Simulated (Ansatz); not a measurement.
Predict the output of the script below (Ansatz 0.2.0, Python API).

Script `opt_ch6nosi.py`:
```python
"""Relax the CH6NOSi molecule."""

import warnings

import ansatz as az
import numpy as np

params = {
    "basis": "def2-SVP",
    "xc": "B3LYP",
    "vdw": "d3bj",
}

warnings.simplefilter("ignore", az.DeckWarning)

geometry = (
    az.Crystal.molecule()
    .atom("C", [-1.5318, -0.2643, -0.5803])
    .atom("O", [-0.1665, -0.1642, -0.6233])
    .atom("Si", [0.6413, -0.5086, 0.7532])
    .atom("N", [2.2768, 0.1631, 0.4426])
    .atom("H", [-1.9503, 0.0232, -1.6084])
    .atom("H", [-1.9322, -1.2115, -0.345])
    .atom("H", [-1.9661, 0.5131, 0.1174])
    .atom("H", [0.1484, 0.3125, 1.8606])
    .atom("H", [2.1086, 1.182, 0.4708])
    .atom("H", [2.4548, -0.0964, -0.4847])
)

calculation = (
    geometry.calculation()
    .basis(gaussian=params["basis"])
    .functional(params["xc"], dispersion=params["vdw"])
    .spin("collinear", total=1)
    .scf(lower_state_search="off")
)
symbols = [site.symbol for site in geometry.cartesian_sites]
start = np.array([site.position_ang for site in geometry.cartesian_sites], dtype=float)
def progress(event):
    if event["event"] == "relax_step":
        row = event["data"]
        print(f"step {row['step']:3d}  E = {row['lagrangian_ev']:.6f} eV  max force {row['allowed_force_max_ev_ang']:.4f} eV/A")


report = calculation.relax(force_tolerance=0.005).session().plan().execute(on_event=progress).report
end = np.array(report["positions_ang"])

print(f"E = {report['free_energy_ev']:.6f} eV = {report['free_energy_ev'] / 27.211386246:.7f} Ha")
print("converged:", report["converged"], " doubts:", report["published_state_doubts"] or "none")

print("bond        before    after (A)")
for i, j in [(0, 1), (0, 4), (0, 5), (0, 6), (1, 2), (2, 3), (2, 7), (3, 8), (3, 9)]:
    d0, d1 = (np.linalg.norm(xyz[i] - xyz[j]) for xyz in (start, end))
    print(f"{symbols[i]}{i}-{symbols[j]}{j}".ljust(10), f"{d0:8.4f} {d1:8.4f}")
```

```console
$ python opt_ch6nosi.py
step   1  E = -12543.712428 eV  max force 3.1291 eV/A
step   2  E = -12544.092420 eV  max force 1.4339 eV/A
step   3  E = -12544.192273 eV  max force 0.8194 eV/A
step   4  E = -12544.218283 eV  max force 0.7573 eV/A
step   5  E = -12544.037333 eV  max force 1.5250 eV/A
step   6  E = -12544.261979 eV  max force 0.2655 eV/A
step   7  E = -12544.269956 eV  max force 0.1489 eV/A
step   8  E = -12544.275393 eV  max force 0.0662 eV/A
step   9  E = -12544.271444 eV  max force 0.4808 eV/A
step  10  E = -12544.276576 eV  max force 0.0396 eV/A
step  11  E = -12544.277916 eV  max force 0.3429 eV/A
step  12  E = -12544.279968 eV  max force 0.1720 eV/A
step  13  E = -12544.287004 eV  max force 0.1684 eV/A
step  14  E = -12544.288064 eV  max force 0.4178 eV/A
step  15  E = -12544.294209 eV  max force 0.1854 eV/A
step  16  E = -12544.294444 eV  max force 0.0507 eV/A
step  17  E = -12544.296523 eV  max force 0.0549 eV/A
step  18  E = -12544.297359 eV  max force 0.1361 eV/A
step  19  E = -12544.298058 eV  max force 0.0604 eV/A
step  20  E = -12544.298333 eV  max force 0.0424 eV/A
step  21  E = -12544.298514 eV  max force 0.0194 eV/A
step  22  E = -12544.298611 eV  max force 0.0110 eV/A
step  23  E = -12544.298717 eV  max force 0.0184 eV/A
step  24  E = -12544.298742 eV  max force 0.0086 eV/A
step  25  E = -12544.298760 eV  max force 0.0040 eV/A
E = -12544.299011 eV = -460.9944858 Ha
converged: True  doubts: none
bond        before    after (A)
C0-O1        1.3696   1.4065
C0-H4        1.1466   1.1017
C0-H5        1.0549   1.1064
C0-H6        1.1313   1.1067
O1-Si2       1.6328   1.6766
Si2-N3       1.7951   1.7321
Si2-H7       1.4641   1.5118
N3-H8        1.0331   1.0160
N3-H9        0.9792   1.0161
```

These settings explore the input space; basis and method may be short of convergence. The end point is the stationary point reached from this start; no frequency run checks that it is a minimum, and the basis set is modest. The species is open-shell (spin multiplicity 2). b3lyp holds the VWN-RPA fit, as in Gaussian; the form of ORCA and Turbomole is b3lyp5. Run time: 110 s on 1 thread of Arm Neoverse V1, with other jobs on the host, peak memory 0.26 GiB.

(Lines on the test bed's own set-up are left out of the output.)
